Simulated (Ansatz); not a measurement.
Write a Python script for the Ansatz DFT code, driven from Python that makes relaxations under a series of pressures of CdSe, space group F-43m. Settings (first run): PBE, PAW, the default cutoff (420 eV here), 6×6×6 k-points, Fermi-Dirac smearing of 0.1 eV.

```cif
data_structure
_symmetry_space_group_name_H-M 'P 1'
_symmetry_Int_Tables_number 1
_cell_length_a 4.3420
_cell_length_b 4.3420
_cell_length_c 4.3420
_cell_angle_alpha 60.000
_cell_angle_beta 60.000
_cell_angle_gamma 60.000
_cell_volume 57.88
loop_
_atom_site_label
_atom_site_type_symbol
_atom_site_fract_x
_atom_site_fract_y
_atom_site_fract_z
_atom_site_occupancy
Cd1 Cd 0.00000 0.00000 0.00000 1
Se1 Se 0.75000 0.75000 0.75000 1
```

The script, `compress_cdse.py`:
```python
"""Volume and enthalpy of CdSe against pressure."""

import ansatz as az
import numpy as np
import pandas as pd

def edges_and_angles(cell):
    cell = np.asarray(cell)
    a, b, c = np.linalg.norm(cell, axis=1)
    cosines = cell[1] @ cell[2] / (b * c), cell[0] @ cell[2] / (a * c), cell[0] @ cell[1] / (a * b)
    return (a, b, c, *np.degrees(np.arccos(cosines)))

system = (
    az.Lattice.of([0.0, 3.0702712, 3.0702712], [3.0702712, 0.0, 3.0702712], [3.0702712, 3.0702712, 0.0])
    .atom("Cd", [0.0, 0.0, 0.0])
    .atom("Se", [0.75, 0.75, 0.75])
)

setup = system.calculation().functional("pbe").kpoints(6, 6, 6).occupations("fermi_dirac")

# H = F + PV, with 1 GPa A^3 = 1/160.21766 eV
rows = []
for pressure in [-2, 0, 2, 5, 10]:
    out = setup.relax(cell=True, pressure=pressure).run(threads=1)
    cell = out.lattice.cell_ang
    n_atoms = len(out.lattice.sites)
    volume = abs(np.linalg.det(cell)) / n_atoms
    enthalpy = out.report["free_energy_ev"] / n_atoms + pressure * volume / 160.21766
    rows.append((pressure, volume, enthalpy, *edges_and_angles(cell)))
    print(f"{pressure} GPa done: {volume:.4f} A^3/atom")

table = pd.DataFrame(rows, columns=["P_GPa", "V_A3_atom", "H_eV_atom", "a", "b", "c", "alpha", "beta", "gamma"])
print(table.round(4).to_string(index=False))
p, v = np.array([row[0] for row in rows], float), np.array([row[1] for row in rows])
print("mean bulk modulus between rows (GPa):", np.round(-np.diff(p) / np.diff(np.log(v)), 1))
```

```console
$ python compress_cdse.py
DeckWarning: basis.ecutwfc = 420 eV, auto-derived from the records' recommended cutoffs: set by Cd (normal level)
-2 GPa done: 31.2873 A^3/atom
0 GPa done: 29.7586 A^3/atom
2 GPa done: 28.5624 A^3/atom
5 GPa done: 27.1769 A^3/atom
10 GPa done: 25.4672 A^3/atom
 P_GPa  V_A3_atom  H_eV_atom      a      b      c  alpha  beta  gamma
    -2    31.2873 -6862.7768 4.4563 4.4563 4.4563   60.0  60.0   60.0
     0    29.7586 -6862.3964 4.3825 4.3825 4.3825   60.0  60.0   60.0
     2    28.5624 -6862.0328 4.3229 4.3229 4.3229   60.0  60.0   60.0
     5    27.1769 -6861.5116 4.2519 4.2519 4.2519   60.0  60.0   60.0
    10    25.4672 -6860.6918 4.1608 4.1608 4.1608   60.0  60.0   60.0
mean bulk modulus between rows (GPa): [39.9 48.7 60.3 76.9]
```
(Warnings from the package without file and line.)

The volume falls from 31.29 Å³ an atom at -2 GPa to 25.47 at 10 GPa, by 18.6 %. Between -2 and 0 GPa, -V dP/dV is about 40 GPa, a mean over that step.

Total energies depend on the potentials; only differences at equal settings carry meaning. At a fixed pressure a relaxation lowers the enthalpy F + PV, while F alone can rise. Edges and angles are those of the cell as typed, here a primitive one, not of the conventional cell. The structure comes from a database of computed cells and needn't be a stable or known phase. Symmetry holds the cell in this phase, whether or not it is the stable one at each pressure. Finished in 60 s on 1 thread of Arm Neoverse N1, on a shared host, peak memory 0.45 GiB.
